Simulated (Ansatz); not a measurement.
Born–Oppenheimer molecular dynamics of a periodic cell of 20 atoms, Ba3Ti3SiCl4O9 (surface BaTiO3(001), adsorbate SiCl4). It goes on from the last frame of an earlier run, with new velocities.

Computed with DFT PBE, scalar-relativistic, plane waves, PAW in Ansatz. Settings: accuracy low, PAW set soft_1, cutoff 420 eV, k mesh 2x2x1, fermi-dirac smearing 0.05 eV, no spin polarisation.

- ensemble: NVT, Langevin thermostat
- time step: 1 fs
- steps asked: 270
- set temperature: 1000 K
- friction: 0.01 /fs
- atoms held: 1 to 5
- seed: 593179

First frame:

```xyz
20
Lattice="5.6573 0.0000 0.0000 -2.8286 4.8994 0.0000 0.0000 0.0000 20.7026" Properties=species:S:1:pos:R:3
Ba 0.000 0.000 1.000
Ti 0.000 3.266 2.065
O 0.000 4.871 1.085
O -1.389 2.464 1.085
O 1.389 2.464 1.085
Ba 2.810 1.607 3.017
Ti -0.069 0.111 4.402
O -0.012 1.685 3.479
O 1.425 4.147 3.468
O -1.569 4.037 3.716
Ba -0.219 3.315 5.537
Ti 2.513 1.597 6.662
O 2.374 3.268 6.081
O 1.177 0.780 5.984
O 3.952 0.963 5.843
Si 2.431 2.292 10.931
Cl 3.203 4.246 10.898
Cl 0.482 2.741 10.644
Cl 3.386 1.394 9.147
Cl 3.300 1.383 12.553
```

What does the run give?

The run went to its last step.

```yaml
steps_done: 270
time_covered: 270 fs
mean_temperature_over_the_second_half: 898 K
spread_of_the_potential_energy_over_the_second_half: 14.0 meV per atom
mean_potential_energy_of_the_second_half_above_the_start: 34.9 meV per atom
```

The mean temperature of the second half is 10 % below the set value. A run of 0.27 ps of so small a system gives no equilibrium averages. Limits of this set-up: coarse k mesh, slab without dipole correction, no dispersion correction for a molecule that may bind weakly, a typed lattice constant that wasn't relaxed here, low accuracy level.

What happens to the structure?

Mean squared displacements from the first frame to the last: Ba 0.04 Å², Ti 0.02 Å², O 0.06 Å², Si 0.17 Å², Cl 0.13 Å². Another seed would give other details.

How do temperature and energy run in time?


```
time (fs)  T (K)  potential energy less start (eV)
        0   1000                             0.000
        9    926                             0.464
       18    698                             0.775
       27    628                             0.826
       36    645                             0.816
       45    814                             0.789
       54    877                             0.758
       63    981                             0.736
       72    648                             1.281
       81    657                             1.133
       90    811                             0.783
       99    949                             0.795
      108   1024                             0.962
      117   1098                             0.603
      126    966                             0.855
      135    710                             1.225
      144    926                             0.846
      153   1038                             0.741
      162    736                             1.065
      171    955                             0.986
      180   1157                             0.785
      189    953                             0.957
      198    999                             0.403
      207    764                             0.669
      216    683                             0.932
      225    797                             0.653
      234    969                             0.587
      243    887                             0.565
      252   1037                             0.074
      261    736                             0.418
      270    930                             0.408
```

Time of the run: 29 min on 2 threads of Arm Neoverse V2, with other jobs on the host, peak memory 1.2 GiB.
